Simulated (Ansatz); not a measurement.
# FH₅O₂Si₂: one species, many methods

The task here is to estimate one member of a computed series from the others.

Program: Ansatz 0.2.0, Gaussian basis. Level of theory: functionals in def2-TZVPP, the program's frozen cores in correlated methods. These are calculated values, not measurements.

Levels to be run: PBE-D4, r2SCAN-D4, PBE0-D4, B3LYP-D4, ωB97X-V, ωB97M-V, B2PLYP; CCSD(T)/def2-TZVPP; MP2/def2-QZVPP; extrapolation to the limit.

### The geometry

All runs share one geometry, relaxed beforehand with PBE0-D4 in a triple-zeta def2 set.

SMILES `O[SiH2][SiH](O)F`, 10 atoms, charge 0, spin multiplicity 1.

Atoms are counted from 1 here; the program's logs count them from 0.

Bond lengths: O1–Si2 1.653 Å, O1–H6 0.958 Å, Si2–Si3 2.344 Å, Si2–H7 1.491 Å, Si2–H8 1.492 Å, Si3–O4 1.636 Å, Si3–F5 1.605 Å, Si3–H9 1.488 Å, O4–H10 0.959 Å. Angles: Si2–O1–H6 118.0°, O1–Si2–Si3 105.8°, O1–Si2–H7 111.9°, O1–Si2–H8 111.3°, Si3–Si2–H7 110.8°, Si3–Si2–H8 110.0°, H7–Si2–H8 107.1°, Si2–Si3–O4 107.6°, Si2–Si3–F5 107.9°, Si2–Si3–H9 115.4°, O4–Si3–F5 110.1°, O4–Si3–H9 110.4°, F5–Si3–H9 105.3°, Si3–O4–H10 118.8°.

Set-up of the first run:

The input, in.yaml:

```yaml
crystal:
  periodic: [false, false, false]
  atoms:
    - {symbol: O, position_ang: [-0.542967, -2.015549, 0.386253]}
    - {symbol: Si, position_ang: [0.712640, -0.942061, 0.329702]}
    - {symbol: Si, position_ang: [-0.264742, 1.165421, 0.019242]}
    - {symbol: O, position_ang: [-0.822515, 1.231353, -1.517019]}
    - {symbol: F, position_ang: [0.874317, 2.273902, 0.241083]}
    - {symbol: H, position_ang: [-0.335242, -2.944125, 0.497690]}
    - {symbol: H, position_ang: [1.660649, -1.254552, -0.777715]}
    - {symbol: H, position_ang: [1.497779, -0.958864, 1.598274]}
    - {symbol: H, position_ang: [-1.345885, 1.515105, 0.979592]}
    - {symbol: H, position_ang: [-1.434013, 1.929370, -1.757091]}
basis:
  gaussian: {orbitals: def2-TZVPP}
hamiltonian: {xc: pbe, dispersion: d4}
output: {forces: true, orbitals: {seedname: orbitals}}
```

Command:

```console
ansatz run in.yaml --threads 2 --pin off --events-out ev --progress --plain --max-ram 22528MiB --backend cpu
```

Steps of the session up to this table: PBE-D4 (GGA); r2SCAN-D4 (meta-GGA); PBE0-D4 (hybrid); B3LYP-D4 (hybrid); ωB97X-V (range-separated); ωB97M-V (range-separated); B2PLYP (double hybrid); CCSD(T) in def2-TZVPP; MP2 in def2-QZVPP.

One table of the session follows, with a row left open; its other results are not shown here.

```
            method  atomisation energy (kJ/mol)
            PBE-D4                       3642.4
         r2SCAN-D4                       3629.3
           PBE0-D4                       3571.3
          B3LYP-D4                       3610.5
           ωB97X-V                       3648.4
           ωB97M-V                       3635.3
            B2PLYP                       3586.0
     HF/def2-TZVPP                       2631.6
    MP2/def2-TZVPP                            ?
   CCSD/def2-TZVPP                       3490.8
CCSD(T)/def2-TZVPP                       3539.5
           MP2/CBS                       3738.0
       CCSD(T)/CBS                       3657.7
```

Q: Estimate the row for MP2/def2-TZVPP from the others.

As computed: atomisation energy (kJ/mol): 3619.8. In the column «atomisation energy (kJ/mol)» it lies between B3LYP-D4 (3610.5) and r2SCAN-D4 (3629.3).

Caveats from the session: Free atoms (2 O, 2 Si, 1 F, 5 H) were run apart at each level; the atomisation energy is their sum less the molecule, without zero-point or spin-orbit terms.
